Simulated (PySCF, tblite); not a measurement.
**C2H4BrOSi radical: geometry, infrared bands and EPR parameters**

Wanted: the infrared bands and EPR parameters of C2H4BrOSi radical (`[SiH3]O/C=[C]\Br`), by calculation.

Programs: tblite 0.8.0 and PySCF 2.14.0, with density-fitted response routines of our own. Each step states its level of theory. These are calculated values for one molecule in the gas phase, unless marked as measured. Atoms are numbered from 0 throughout.

**1. Starting geometry**

9 atoms, charge 0, multiplicity 2; geometry from: force field or distance geometry start.

Bonds of the start (Å): Si0–O1 1.75, O1–C2 1.38, C2–C3 1.34, C3–Br4 1.91, Si0–H5 1.48, Si0–H6 1.45, Si0–H7 1.47, C2–H8 1.09.

**2. Optimising the geometry with GFN2-xTB**

Job settings and geometry (Å):

```
{"job": {"kind": "relax", "xc": "GFN2-xTB", "basis": "xTB"}, "charge": 0, "multiplicity": 2}
Si     1.261600    -0.223900    -0.044500
O     -0.246900    -0.350700    -0.921400
C     -1.400000    -0.422500    -0.165300
C     -1.811500     0.726900     0.388300
Br    -0.793600     2.333400     0.172800
H      1.460900    -1.542400     0.589000
H      1.224900     0.748400     1.033200
H      2.299000     0.070100    -1.041700
H     -1.980900    -1.333400    -0.035500
```

Run with:

```bash
$ OMP_NUM_THREADS=1 python probes_run.py task.json out
```

This one command runs all jobs of the session in turn.

Standard output:

```text
step      E/eV     max force
  0    -438.43639    1.945
  1    -438.58228    1.551
  2    -438.72950    1.039
  3    -438.77266    0.859
  4    -438.86721    0.665
  5    -438.90148    0.579
  6    -438.95383    0.484
  7    -438.97552    0.413
  8    -438.99832    0.357
  9    -439.01373    0.308
 10    -439.02440    0.314
 11    -439.03343    0.327
 12    -439.04297    0.346
 13    -439.05027    0.260
 14    -439.05734    0.258
 15    -439.06520    0.262
 16    -439.07203    0.225
 17    -439.07600    0.169
 18    -439.07806    0.146
 19    -439.07954    0.123
 20    -439.08100    0.106
 21    -439.08224    0.112
 22    -439.08308    0.087
 23    -439.08380    0.087
 24    -439.08471    0.103
 25    -439.08565    0.089
 26    -439.08630    0.062
 27    -439.08662    0.052
 28    -439.08689    0.047
 29    -439.08730    0.071
 30    -439.08783    0.077
 31    -439.08829    0.055
 32    -439.08857    0.044
 33    -439.08876    0.039
 34    -439.08895    0.042
 35    -439.08918    0.046
 36    -439.08945    0.040
 37    -439.08973    0.048
 38    -439.08999    0.053
 39    -439.09025    0.046
 40    -439.09050    0.046
 41    -439.09081    0.047
 42    -439.09126    0.051
 43    -439.09184    0.072
 44    -439.09248    0.074
 45    -439.09320    0.074
 46    -439.09403    0.077
 47    -439.09503    0.078
 48    -439.09653    0.090
 49    -439.09834    0.103
 50    -439.10029    0.100
 51    -439.10283    0.121
 52    -439.10704    0.236
 53    -439.05568    1.032
 54    -439.11024    0.118
 55    -439.11153    0.089
 56    -439.11429    0.097
 57    -439.11491    0.076
 58    -439.11562    0.065
 59    -439.11628    0.064
 60    -439.11740    0.080
 61    -439.11848    0.108
 62    -439.11906    0.117
 63    -439.11988    0.079
 64    -439.12038    0.054
 65    -439.12104    0.077
 66    -439.12199    0.105
 67    -439.12299    0.098
 68    -439.12414    0.095
 69    -439.12523    0.096
 70    -439.12593    0.096
 71    -439.12656    0.091
 72    -439.12709    0.058
 73    -439.12752    0.051
 74    -439.12791    0.063
 75    -439.12869    0.080
 76    -439.12970    0.101
 77    -439.13064    0.076
 78    -439.13122    0.048
 79    -439.13152    0.040
 80    -439.13171    0.050
 81    -439.13193    0.063
 82    -439.13237    0.071
 83    -439.13333    0.102
 84    -439.13545    0.184
 85    -439.13872    0.288
 86    -439.14390    0.275
 87    -439.15569    0.360
 88    -439.13799    0.563
 89    -439.16870    0.215
 90    -439.16364    0.786
 91    -439.17457    0.107
 92    -439.17557    0.275
 93    -439.17946    0.146
 94    -439.18215    0.068
 95    -439.18450    0.085
 96    -439.18519    0.085
 97    -439.18539    0.136
 98    -439.18561    0.025
 99    -439.18572    0.032
100    -439.18584    0.034
101    -439.18587    0.022
102    -439.18589    0.007
```

Run time: 0.53 s. Hardware: 1 thread of Arm Neoverse V1, shared host.

Step by step: (not every step is listed)

```csv
step,energy from step 0 (eV),largest force (eV/Å)
0,0.0000,1.9455
1,-0.1459,1.5508
2,-0.2931,1.0387
3,-0.3363,0.8589
4,-0.4308,0.6653
5,-0.4651,0.5787
6,-0.5174,0.4839
7,-0.5391,0.4134
8,-0.5619,0.3567
16,-0.6356,0.2248
24,-0.6483,0.1030
32,-0.6522,0.0438
40,-0.6541,0.0458
48,-0.6601,0.0895
56,-0.6779,0.0973
64,-0.6840,0.0545
72,-0.6907,0.0579
80,-0.6953,0.0504
88,-0.7016,0.5634
96,-0.7488,0.0846
97,-0.7490,0.1358
98,-0.7492,0.0255
99,-0.7493,0.0321
100,-0.7494,0.0344
101,-0.7495,0.0224
102,-0.7495,0.0070
```

Distances of close pairs at the start and the end, largest changes first:

```csv
bond,before (Å),after (Å),change (Å)
Si0–O1,1.749,1.631,-0.119
C3–Br4,1.914,1.819,-0.095
C2–C3,1.340,1.305,-0.035
O1–C2,1.381,1.352,-0.029
Si0–H5,1.476,1.454,-0.022
Si0–H6,1.452,1.462,+0.010
Si0–H7,1.469,1.462,-0.006
C2–H8,1.088,1.085,-0.003
```

The final coordinates are the input of the step that follows.

**3. Infrared spectrum with GFN2-xTB**

Job settings and geometry (Å):

```
{"job": {"kind": "ir", "xc": "GFN2-xTB", "basis": "xTB"}, "charge": 0, "multiplicity": 2}
Si     1.318415    -0.318932     0.138828
O     -0.192797    -0.910770    -0.020964
C     -1.425924    -0.373096    -0.154753
C     -1.758594     0.888579    -0.194464
Br    -0.882840     2.480439    -0.103430
H      2.009522    -1.595805     0.216974
H      1.444066     0.487606     1.352238
H      1.698650     0.480179    -1.025264
H     -2.196937    -1.132206    -0.234345
```

Standard output:

```text
mode    cm-1     km/mol
  1      82.8      0.02
  2      84.6      2.49
  3     170.1      0.09
  4     201.6      4.12
  5     283.1      7.67
  6     584.2      7.33
  7     596.0     91.20
  8     599.1     47.16
  9     665.3     30.46
 10     733.8     30.81
 11     756.2    151.72
 12     788.7      9.10
 13     806.9    256.43
 14     816.6    268.80
 15    1121.2    215.36
 16    1254.0     22.38
 17    1685.9     32.49
 18    2257.0    331.68
 19    2278.3    125.66
 20    2345.0    235.14
 21    3010.0      2.74
```

Run time: 0.21 s. Hardware: 1 thread of Arm Neoverse V1, shared host.

The strongest bands and the atoms that carry them (share of the mass-weighted mode):

```csv
cm⁻¹,km/mol,atoms
596,91.2,"H7 43 %, H6 41 %"
756,151.7,"H5 55 %, H7 20 %, H6 20 %"
807,256.4,"H6 41 %, H7 41 %, H5 13 %"
817,268.8,"H6 33 %, H7 33 %, H5 22 %, Si0 12 %"
1121,215.4,"O1 54 %, C2 31 %"
2257,331.7,"H6 50 %, H7 45 %"
2278,125.7,"H7 51 %, H6 46 %"
2345,235.1,H5 96 %
```

**4. g tensor and hyperfine couplings: B3LYP/def2-TZVP-core+pcH-1**

Same as in step 3 but for these lines:

```diff
@@ -1,2 +1,2 @@
-{"job": {"kind": "ir", "xc": "GFN2-xTB", "basis": "xTB"}, "charge": 0, "multiplicity": 2}
+{"job": {"kind": "epr", "basis": "pcH-1"}, "charge": 0, "multiplicity": 2}
 Si     1.318415    -0.318932     0.138828
```

Level: UKS B3LYP, def2-TZVP-core on Br, pcH-1 on C H O Si, non-relativistic, mean-field spin-orbit, GIAO.

Standard output:

```text
UKS, coarse grid
  cycle   1  E = -3017.34516456  |g| = 1.65e+00
  cycle   2  E = -3017.04924503  |g| = 1.16e+00
  cycle   3  E = -3017.19240099  |g| = 8.65e-01
  cycle   4  E = -3017.46011804  |g| = 1.62e-01
  cycle   5  E = -3017.46418761  |g| = 1.03e-01
  cycle   6  E = -3017.46928691  |g| = 2.02e-02
  cycle   7  E = -3017.46948204  |g| = 4.99e-03
  cycle   8  E = -3017.46950413  |g| = 2.81e-03
  cycle   9  E = -3017.46951185  |g| = 1.34e-03
  cycle  10  E = -3017.46951444  |g| = 5.84e-04
UKS, final grid
  cycle   1  E = -3017.46954648  |g| = 5.23e-04
  cycle   2  E = -3017.46954656  |g| = 7.12e-04
  cycle   3  E = -3017.46954679  |g| = 1.63e-04
  cycle   4  E = -3017.46954685  |g| = 1.53e-04
  cycle   5  E = -3017.46954688  |g| = 6.94e-05
  cycle   6  E = -3017.46954689  |g| = 2.40e-05
E = -3017.46954689 Eh   <S^2> = 0.7592 (exact 0.7500)
g shifts (ppm)      1          2          3
  rmc          -203       -203       -203
  gc              1        -38         42
  oz_so       -3122      24088      34136
  total       -3310      23848      33990
hyperfine (MHz)  atom isotope    a_iso     a_fc   dipolar eigenvalues
    0  29Si       2.03       2.04     -0.65      0.31      0.34
    1   17O     -21.56     -21.88    -20.92      7.37     13.55
    2   13C      76.55      76.48    -18.06      2.21     15.85
    3   13C     486.47     483.44    -72.47    -50.80    123.28
    4  79Br      91.99      90.31   -181.90   -123.13    305.03
    5    1H       9.41       9.40     -0.88     -0.46      1.35
    6    1H      -0.60      -0.59     -1.59     -0.92      2.51
    7    1H      -0.59      -0.59     -1.59     -0.92      2.51
    8    1H      35.84      35.80     -6.78     -4.90     11.68
```

Wall time 2.3 min (1 thread of Arm Neoverse V1, shared host); peak memory 0.91 GiB.

Principal g values 1.99901, 2.02617, 2.03631; g(iso) = 2.02050, against 2.00232 for a free electron.

Mean a(iso) over the nuclei that a row names, and the largest dipolar term of the row (other rows stand at the frozen geometry):

```csv
nuclei,isotope,a(iso) (MHz),"a(iso) (G, at g = 2.0023)",largest dipolar term (MHz)
C3,13C,486.5,173.6,123.3
Br4,79Br,92.0,32.8,305.0
C2,13C,76.5,27.3,-18.1
H8,1H,35.8,12.8,11.7
O1,17O,-21.6,-7.7,-20.9
"H5, H6, H7",1H,2.7,1.0,2.5
Si0,29Si,2.0,0.7,-0.7
```

Mulliken spin populations:

```csv
atom,value (e)
Si0,0.00
O1,0.03
C2,-0.09
C3,0.90
Br4,0.14
H5,0.01
H6,0.00
H7,0.00
H8,0.01
```

In first order the couplings over 0.8 MHz of 79Br, 1H give 32 distinct lines over 114.2 G, if the averaged nuclei exchange fast; the same motion can average rows kept apart here too.

Orbitals, density, ELF and potential are computed afterwards from the orbital file.

ELF in a plane through or near 7 of the atoms.

Values, 10 rows by 14 columns:
```
0.00 0.00 0.00 0.00 0.00 0.00 0.00 0.00 0.00 0.00 0.00 0.00 0.00 0.00
0.00 0.00 0.00 0.00 0.00 0.00 0.01 0.07 0.19 0.32 0.37 0.14 0.01 0.00
0.00 0.00 0.00 0.00 0.00 0.00 0.06 0.72 0.60 0.24 0.86 0.70 0.10 0.00
0.00 0.00 0.00 0.02 0.10 0.14 0.03 0.60 0.55 0.27 0.60 0.22 0.02 0.00
0.00 0.00 0.01 0.07 0.23 0.18 0.19 0.03 0.28 0.52 0.73 0.78 0.30 0.00
0.00 0.02 0.59 0.93 0.36 0.78 0.50 0.68 0.44 0.89 0.63 0.67 0.30 0.00
0.00 0.09 0.99 1.00 1.00 0.21 0.80 0.66 0.47 0.96 0.87 0.04 0.00 0.00
0.00 0.00 0.34 0.93 0.79 0.01 0.36 0.36 0.04 0.98 0.99 0.38 0.00 0.00
0.00 0.00 0.00 0.00 0.00 0.00 0.00 0.00 0.00 0.03 0.01 0.00 0.00 0.00
0.00 0.00 0.00 0.00 0.00 0.00 0.00 0.00 0.00 0.00 0.00 0.00 0.00 0.00
```
The map spans 9.9 Å across and 9.5 Å up, centred on the molecule. Atoms in the plane (x, y in Å): Si0 (-1.4, 0.0), O1 (0.0, -0.9), C2 (1.3, -0.7), C3 (1.9, 0.4), Br4 (1.5, 2.2), H5 (-2.4, -1.0), H8 (1.8, -1.7).

log10 of the density (e/Å³) in the same plane.

Values, 10 rows by 14 columns:
```
-4.0 -4.0 -4.0 -4.0 -4.0 -4.0 -4.0 -3.7 -3.3 -3.1 -3.2 -3.3 -3.7 -4.0
-4.0 -4.0 -4.0 -4.0 -4.0 -3.8 -2.9 -2.1 -1.5 -1.3 -1.6 -2.2 -3.1 -4.0
-4.0 -4.0 -4.0 -3.4 -2.9 -2.6 -2.0 -0.9  0.0  0.5 -0.2 -1.2 -2.4 -3.5
-4.0 -4.0 -3.2 -2.3 -1.6 -1.3 -1.5 -0.8  0.1  0.9 -0.2 -1.2 -2.3 -3.4
-4.0 -3.5 -2.5 -1.6 -0.7 -0.4 -0.8 -1.3 -0.7  0.1  0.1 -0.9 -2.0 -3.2
-4.0 -2.9 -1.8 -0.8 -0.1  1.5  0.0  0.0  0.0  0.4 -0.2 -1.1 -2.1 -3.3
-3.9 -2.7 -1.6 -0.4 -0.1 -0.7  0.2  0.7  0.0  0.3 -0.5 -1.8 -2.9 -4.0
-4.0 -3.3 -2.5 -1.9 -1.8 -2.0 -1.4 -1.2 -1.4 -0.8 -1.1 -2.2 -3.5 -4.0
-4.0 -4.0 -3.8 -3.4 -3.3 -3.6 -3.7 -3.5 -3.2 -2.8 -3.0 -3.6 -4.0 -4.0
-4.0 -4.0 -3.9 -4.0 -4.0 -4.0 -4.0 -4.0 -4.0 -4.0 -4.0 -4.0 -4.0 -4.0
```
The map spans 9.9 Å across and 9.5 Å up, centred on the molecule. Atoms in the plane (x, y in Å): Si0 (-1.4, 0.0), O1 (0.0, -0.9), C2 (1.3, -0.7), C3 (1.9, 0.4), Br4 (1.5, 2.2), H5 (-2.4, -1.0), H8 (1.8, -1.7).

On the surface of density 0.002 e/bohr³ the electrostatic potential runs, from the 1st to the 99th percentile, from -0.76 V near O1 to 1.53 V near H6.

The spin density lies nearest to C3 69 %; Br4 17 %; C2 6 % (beta excess).

**5. Outcome**

```
                                                                  quantity                  value
                                 strongest single infrared mode (GFN2-xTB)  2257 cm⁻¹, 332 km/mol
                                              zero-point energy (GFN2-xTB)          30.2 kcal/mol
                                                            g(iso) (B3LYP)                2.02050
                                                                      ⟨S²⟩     0.759 (exact 0.75)
                                        largest a(iso) (averaged by class)   13C on C3, 486.5 MHz
potential on the surface of density 0.002 e/bohr³, 1st and 99th percentile     -0.76 V and 1.53 V
```

**Reading.** The optimisation took 102 steps and gained 0.749 eV; among the close pairs (by a distance rule), Si0–O1 changed most, from 1.749 to 1.631 Å. All 21 modes are real, so the xTB geometry is a minimum. The strongest single mode, at 2257 cm⁻¹, moves mainly H6 and H7. GFN2-xTB is a fitted tight-binding method: band positions and strengths are rough. Its intensities can rank the bands wrongly. C3 carries the largest spin population, 0.90 e. The isotropic g lies 18.2 ppt above the free-electron value. The hyperfine terms hold no scalar relativity, which the heavier nuclei need.
